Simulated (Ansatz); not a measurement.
# LuCd: the cost of one run

Program: Ansatz 0.2.0. Level of theory: DFT PBEsol, frozen-core PAW, scalar-relativistic unless said. These are calculated values, not measurements.

## (1) The starting structure

The structure is cubic, space group Pm-3m (No. 221). Conventional cell: a = 3.641 Å, b = 3.641 Å, c = 3.641 Å, α = 90.00°, β = 90.00°, γ = 90.00°. Lu (site symmetry m-3m) is surrounded by 8 Cd at 3.15 Å. Cd (site symmetry m-3m) is surrounded by 8 Lu at 3.15 Å.

Structure file:

```
Lu Cd
1.0
     3.64099    0.00000    0.00000
     0.00000    3.64099    0.00000
     0.00000    0.00000    3.64099
Lu Cd
1 1
Direct
  0.50000 0.50000 0.50000
  0.00000 0.00000 0.00000
```

Cartesian axes are those of the input's lattice vectors. The structure goes back to a database entry.

## (2) Cell and atoms relaxed, PAW

input.yaml reads:

```yaml
crystal:
  lattice:
    - [3.64099005, 0.0, 0.0]
    - [0.0, 3.64099005, 0.0]
    - [0.0, 0.0, 3.64099005]
  atoms:
    - { symbol: Lu, position: [0.5, 0.5, 0.5] }
    - { symbol: Cd, position: [0.0, 0.0, 0.0] }
kpoints:
  mp_grid: { grid: [14, 14, 14] }
scf:
  occupations: { method: fermi_dirac, width: 0.1 }
hamiltonian:
  xc: pbesol
  pseudopotentials: { kind: paw }
relax:
  f_tol: 0.002
  max_steps: 80
  cell: {}
output:
  forces: true
  stress: true
```

On the command line:

```console
ansatz run input.yaml --threads 1 --pin off --max-ram 3072MiB --backend cpu --events-out ev --progress --plain --runs-dir out
```

What time and memory should one allow on 1 thread of Arm Neoverse V1, shared host?

About 47 s, with a peak of 0.42 GiB.
